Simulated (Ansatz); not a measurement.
# BClFH2NOSi: two geometries relaxed

Aim: relax the geometries before and after the inversion of the pyramid at N1, and see whether they are two minima and how far apart in energy. SMILES of the start: N[Si]1(Cl)OB1F.

All numbers below are computed with Ansatz 0.2.0 (RKS PBE0-D4/def2-SVP).

## Step 1: The starting structure

Bond lengths: N1–Si2 1.787 Å, Si2–Cl3 2.062 Å, Si2–O4 1.683 Å, Si2–B5 1.999 Å, O4–B5 1.471 Å, B5–F6 1.464 Å, N1–H7 1.085 Å, N1–H8 1.020 Å. Angles: N1–Si2–Cl3 114.2°, N1–Si2–O4 111.4°, N1–Si2–B5 121.6°, Cl3–Si2–O4 105.4°, Cl3–Si2–B5 123.4°, O4–Si2–B5 46.1°, Si2–N1–H7 103.0°, Si2–N1–H8 105.7°, H7–N1–H8 105.8°, Si2–O4–B5 78.3°, Si2–B5–O4 55.5°, Si2–B5–F6 140.0°, O4–B5–F6 151.3°.

Coordinates:

```xyz
8

N    -0.6220   -1.4200    0.5164
Si    0.5434   -0.0708    0.3987
Cl    2.4823   -0.5836    0.8782
O     0.6177    0.5432   -1.1665
B     0.0407    1.6779   -0.4293
F    -0.9521    2.7437   -0.2836
H    -1.5747   -0.9365    0.3254
H    -0.4433   -2.0109   -0.2951
```

## Step 2: End point A

input.yaml

```yaml
crystal:
  periodic: [false, false, false]
  atoms:
    - { symbol: "N", position_ang: [-0.622, -1.42, 0.5164] }
    - { symbol: Si, position_ang: [0.5434, -0.0708, 0.3987] }
    - { symbol: Cl, position_ang: [2.4823, -0.5836, 0.8782] }
    - { symbol: O, position_ang: [0.6177, 0.5432, -1.1665] }
    - { symbol: B, position_ang: [0.0407, 1.6779, -0.4293] }
    - { symbol: F, position_ang: [-0.9521, 2.7437, -0.2836] }
    - { symbol: H, position_ang: [-1.5747, -0.9365, 0.3254] }
    - { symbol: H, position_ang: [-0.4433, -2.0109, -0.2951] }
basis:
  gaussian: { orbitals: def2-SVP }
hamiltonian:
  xc: pbe0
  dispersion: d4
relax:
  f_tol: 0.015
  max_steps: 40
```

Started as:

```bash
> ansatz run input.yaml --threads 2 --pin off --max-ram 3072MiB --backend cpu --events-out ev --progress --plain --runs-dir out
```

Standard output, cut to the lines that bear on the results:

```text
Warning: RAYON_NUM_THREADS=2 ignored (pool sized by the plan → 2); use --threads N
[...]
Functional definition: PBE0
[...]
1050 factors; integrals over basis functions are off by at most 4.3e-4 eV
[...]
mean field -27339.09789791 eV, -1004.6933166421 hartree, gradient 6.2e-5 eV, S^2 0.000000; 0 other end points of the search recorded, 0 dependent functions left out
[...]
reference -27339.09792315 eV, -1004.6933175697 hartree; 31, 31 occupied and 71, 71 virtual orbitals, 1050 factors
relax step   1: F+E_penalty+E_count = -27339.27787570 eV  Δ(F+E_penalty+E_count) = +0.000e0 eV  max|allowed force component| = 4.376e0 eV/Å  Δτ_max = 0.0000 Å  (29 SCF iters, accepted)
[...]
relax step   4: F+E_penalty+E_count = -27341.19350205 eV  Δ(F+E_penalty+E_count) = -1.005e-1 eV  max|allowed force component| = 8.360e-1 eV/Å  Δτ_max = 0.1624 Å  (30 SCF iters, accepted)
[...]
relax step   7: F+E_penalty+E_count = -27341.29524430 eV  Δ(F+E_penalty+E_count) = -4.943e-2 eV  max|allowed force component| = 2.156e-1 eV/Å  Δτ_max = 0.0978 Å  (30 SCF iters, accepted)
[...]
relax step  10: F+E_penalty+E_count = -27341.30294190 eV  Δ(F+E_penalty+E_count) = -1.604e-3 eV  max|allowed force component| = 6.842e-2 eV/Å  Δτ_max = 0.0796 Å  (31 SCF iters, accepted)
[...]
relax step  12: F+E_penalty+E_count = -27341.30379504 eV  Δ(F+E_penalty+E_count) = -1.359e-4 eV  max|allowed force component| = 2.400e-2 eV/Å  Δτ_max = 0.0069 Å  (24 SCF iters, accepted)
[...]
relax step  13: F+E_penalty+E_count = -27341.30382889 eV  Δ(F+E_penalty+E_count) = -3.385e-5 eV  max|allowed force component| = 1.356e-2 eV/Å  Δτ_max = 0.0017 Å  (26 SCF iters, accepted)
1051 factors; integrals over basis functions are off by at most 4.0e-4 eV
mean field -27341.12318679 eV, -1004.7677446357 hartree, gradient 1.5e-5 eV, S^2 0.000000; 1 other end points of the search recorded, 0 dependent functions left out
[...]
reference -27341.12321153 eV, -1004.7677455449 hartree; 31, 31 occupied and 71, 71 virtual orbitals, 1051 factors
Total energy: -27341.30385363 eV, -1004.7743840195 hartree
Atom 0 at    -0.598912    -1.399150     0.294680 Å, force     0.003149    -0.002779     0.001509 eV/Å
Atom 1 at     0.365093    -0.010390     0.252029 Å, force    -0.002395    -0.002119    -0.006647 eV/Å
Atom 2 at     2.261447    -0.626847     0.743654 Å, force    -0.000386     0.000278     0.000980 eV/Å
Atom 3 at     0.407449     0.942744    -1.243985 Å, force     0.000686    -0.005728    -0.000817 eV/Å
Atom 4 at    -0.066912     1.747072    -0.277613 Å, force    -0.000795     0.013563     0.005426 eV/Å
Atom 5 at    -0.460587     2.997056    -0.323237 Å, force     0.001049    -0.006508    -0.000290 eV/Å
Atom 6 at    -1.606380    -1.373512     0.202306 Å, force    -0.001849     0.000749    -0.000353 eV/Å
Atom 7 at    -0.209198    -2.333973     0.296365 Å, force     0.000540     0.002544     0.000192 eV/Å
Dipole moment:    -0.379479    -0.524975     0.189958 e Å
```

Run time: 65 s. Hardware: 2 threads of AMD EPYC 7R13 (Zen 3), shared host; peak memory 0.24 GiB.

Relaxation path:

```tsv
step	energy from step 1 (eV)	largest force component (eV/Å)
1	0.0000	4.3760
2	-1.2941	3.0769
3	-1.8152	1.6718
4	-1.9156	0.8360
5	-1.9679	0.7991
6x	-1.9669	0.8431
7	-2.0174	0.2156
8	-2.0218	0.1052
9	-2.0235	0.2564
10	-2.0251	0.0684
11	-2.0258	0.0357
12	-2.0259	0.0240
13	-2.0260	0.0136
```

Step 1 is the start. 1 step was tried and not accepted (marked x).

After: Bond lengths: N1–Si2 1.691 Å, Si2–Cl3 2.054 Å, Si2–O4 1.774 Å, Si2–B5 1.886 Å, O4–B5 1.344 Å, B5–F6 1.311 Å, N1–H7 1.012 Å, N1–H8 1.013 Å. Angles: N1–Si2–Cl3 105.9°, N1–Si2–O4 118.4°, N1–Si2–B5 129.9°, Cl3–Si2–O4 109.9°, Cl3–Si2–B5 124.0°, O4–Si2–B5 42.9°, Si2–N1–H7 123.0°, Si2–N1–H8 122.6°, H7–N1–H8 114.0°, Si2–O4–B5 72.9°, Si2–B5–O4 64.1°, Si2–B5–F6 165.2°, O4–B5–F6 130.7°.

## Step 3: End point B

The second end starts from a geometry with the move made by hand.

Changes to input.yaml since step 2:

```diff
@@ -9,4 +9,4 @@
     - { symbol: F, position_ang: [-0.9521, 2.7437, -0.2836] }
-    - { symbol: H, position_ang: [-1.5747, -0.9365, 0.3254] }
-    - { symbol: H, position_ang: [-0.4433, -2.0109, -0.2951] }
+    - { symbol: H, position_ang: [-1.08966, -1.25459, 1.48171] }
+    - { symbol: H, position_ang: [-0.05857, -2.26321, 0.62209] }
 basis:
@@ -19 +19,3 @@
   max_steps: 40
+output:
+  orbitals: {}
```

Started as:

```bash
> ansatz run input.yaml --threads 2 --pin off --max-ram 3072MiB --backend cpu --events-out ev --progress --plain --runs-dir out
```

Standard output, cut to the lines that bear on the results:

```text
Warning: RAYON_NUM_THREADS=2 ignored (pool sized by the plan → 2); use --threads N
[...]
Functional definition: PBE0
[...]
1052 factors; integrals over basis functions are off by at most 4.2e-4 eV
[...]
mean field -27339.17529550 eV, -1004.6961609509 hartree, gradient 7.3e-5 eV, S^2 0.000000; 0 other end points of the search recorded, 0 dependent functions left out
[...]
reference -27339.17532138 eV, -1004.6961619021 hartree; 31, 31 occupied and 71, 71 virtual orbitals, 1052 factors
relax step   1: F+E_penalty+E_count = -27339.35417766 eV  Δ(F+E_penalty+E_count) = +0.000e0 eV  max|allowed force component| = 4.214e0 eV/Å  Δτ_max = 0.0000 Å  (29 SCF iters, accepted)
[...]
relax step   4: F+E_penalty+E_count = -27341.19428271 eV  Δ(F+E_penalty+E_count) = -7.986e-2 eV  max|allowed force component| = 6.689e-1 eV/Å  Δτ_max = 0.1051 Å  (31 SCF iters, accepted)
[...]
reference -27341.12321921 eV, -1004.7677458270 hartree; 31, 31 occupied and 71, 71 virtual orbitals, 1052 factors
Total energy: -27341.30386010 eV, -1004.7743842574 hartree
Atom 0 at    -0.361412    -1.422454     0.855684 Å, force    -0.005888     0.003214     0.000219 eV/Å
Atom 1 at     0.512152    -0.034548     0.442895 Å, force    -0.002037     0.001533    -0.008530 eV/Å
Atom 2 at     2.492375    -0.525673     0.677998 Å, force     0.001012    -0.000812     0.000659 eV/Å
Atom 3 at     0.253353     0.682054    -1.159881 Å, force     0.000564    -0.004387     0.004265 eV/Å
Atom 4 at    -0.087902     1.612596    -0.252386 Å, force    -0.000270     0.002240     0.004950 eV/Å
Atom 5 at    -0.543833     2.831975    -0.408627 Å, force     0.000298    -0.001245    -0.001128 eV/Å
Atom 6 at    -1.369891    -1.433673     0.940209 Å, force    -0.000063     0.002130    -0.001002 eV/Å
Atom 7 at     0.066929    -2.337676     0.921808 Å, force     0.006385    -0.002674     0.000566 eV/Å
Dipole moment:    -0.316271    -0.498526     0.327280 e Å
```

Wall time 42 s (2 threads of AMD EPYC 7R13 (Zen 3), shared host); peak memory 0.25 GiB.

The steps of the relaxation:

```tsv
step	energy from step 1 (eV)	largest force component (eV/Å)
1	0.0000	4.2143
2	-1.2744	3.1431
3	-1.7602	1.9263
4	-1.8401	0.6689
5	-1.8784	0.6508
6	-1.8891	0.9685
7	-1.9279	0.2969
8	-1.9313	0.9050
9	-1.9428	0.1795
10x	-1.9401	0.6267
11	-1.9468	0.0437
12	-1.9478	0.1089
13	-1.9493	0.0613
14	-1.9496	0.0164
15	-1.9497	0.0085
```

Step 1 is the start. 1 step was tried and not accepted (marked x).

After: Bond lengths: N1–Si2 1.691 Å, Si2–Cl3 2.054 Å, Si2–O4 1.775 Å, Si2–B5 1.886 Å, O4–B5 1.344 Å, B5–F6 1.311 Å, N1–H7 1.012 Å, N1–H8 1.013 Å. Angles: N1–Si2–Cl3 105.9°, N1–Si2–O4 118.5°, N1–Si2–B5 130.0°, Cl3–Si2–O4 109.9°, Cl3–Si2–B5 123.9°, O4–Si2–B5 42.9°, Si2–N1–H7 123.0°, Si2–N1–H8 122.6°, H7–N1–H8 114.0°, Si2–O4–B5 72.9°, Si2–B5–O4 64.1°, Si2–B5–F6 165.2°, O4–B5–F6 130.7°.

## Step 4: What came out

| quantity | value |
| --- | --- |
| end A | 11 moves, 2.026 eV lower |
| end B | 13 moves, 1.950 eV lower |
| largest difference between the ends | 0.00 Å |
| end B relative to end A | -0.000 eV |

**Reading.** The two relaxations end at one structure, within 0.00 Å: no second minimum was found from this start, which doesn't rule one out.
